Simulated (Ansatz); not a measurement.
**As₂H₃ (doublet): wave-function methods side by side at distance As1–As2 = 8.384 Å, cc-pVDZ**

One table from this session's results is given with a row withheld; the runs are named, their logs left out.

Method: cc-pVDZ, core rule «outside noble gas», up to 28 orbitals frozen; program: Ansatz 0.2.0, Gaussian basis.

The runs, in order: UHF; CCSD(T) on UHF; BCCD(T) on ROHF; CISD; CCSDT(Q) on ROHF; CCSDT(Q) on UHF; CASSCF and MRCISD+Q, 3 electrons in 3 orbitals; CASSCF and NEVPT2, 3 electrons in 3 orbitals.

34 further runs of the same task are left out: 5 for a known fault of the program, 22 that didn't finish, 7 set aside as unsound or not needed.

## What is computed

The geometry derives from a PBE0/def2-TZVP stationary point (not a proven minimum). One bond is set to the value named and the two fragments are kept rigid. No spin-orbit coupling is included. The filled d shell of As may be among the frozen orbitals whatever the setting's name suggests; the logs give the count.

5 atoms, charge 0, spin multiplicity 2.

Atoms are counted from 1 here; the program's logs count them from 0.

Bond lengths: As1–H3 1.524 Å, As1–H4 1.522 Å, As2–H5 1.528 Å. Angles: H3–As1–H4 92.9°.

The first run:

Input file in.yaml:

```yaml
crystal:
  periodic: [false, false, false]
  atoms:
    - {symbol: As, position_ang: [0.466714, -0.075554, 3.302280]}
    - {symbol: As, position_ang: [0.239877, -0.312993, -5.075287]}
    - {symbol: H, position_ang: [-0.873759, 0.632139, 3.455885]}
    - {symbol: H, position_ang: [-0.157170, -1.455351, 3.455312]}
    - {symbol: H, position_ang: [0.324338, 1.211760, -5.138190]}
basis:
  gaussian: {orbitals: cc-pVDZ}
magnetization: {spin_polarized: true, initial_magnetization: 1}
hamiltonian: {xc: hf}
output: {orbitals: {seedname: orbitals}}
```

The run is started by

```
ansatz run in.yaml --threads 1 --pin off --events-out ev --progress --plain --max-ram 2393MiB
```

Among the steps run: UHF; CCSD(T) on UHF; BCCD(T) on ROHF; CISD; CCSDT(Q) on ROHF; CCSDT(Q) on UHF; CASSCF and MRCISD+Q, 3 electrons in 3 orbitals; CASSCF and NEVPT2, 3 electrons in 3 orbitals.

One of the session's tables, all rows but one given; the rest of the session is left out.

| method | from UCCSDT(Q) (meV) |
| --- | --- |
| UHF | +6041.5 |
| UMP2 | +1354.6 |
| UCCSD | +141.8 |
| UCCSD(T) | +29.5 |
| BCCD(T) | +41.2 |
| UCCSDT | +4.1 |
| UCCSDT(Q) | 0 |
| CASSCF pair | +6298.0 |
| NEVPT2 pair | ? |
| MRCISD pair | +704.4 |
| MRCISD+Q pair | +35.2 |

**Question.** Estimate the row for NEVPT2 pair.

**Answer.** from UCCSDT(Q) (meV): +1293.3. In the column «from UCCSDT(Q) (meV)» it lies between MRCISD pair (+704.4) and UMP2 (+1354.6).

Not comparable, so not listed: CISD; CCSDT(Q) on ROHF (they don't share determinant, frozen orbitals or solution with the rows shown, or repeat one).

Caveats from the session: The determinant is far from a pure spin state, so its energy mixes those of several spin states (harmless only where they are near-degenerate, as at dissociation). The report flags that the cluster equations may have other roots. The program flags BCCD(T) as in doubt, so those rows may rest on another solution; read them beside their warnings.
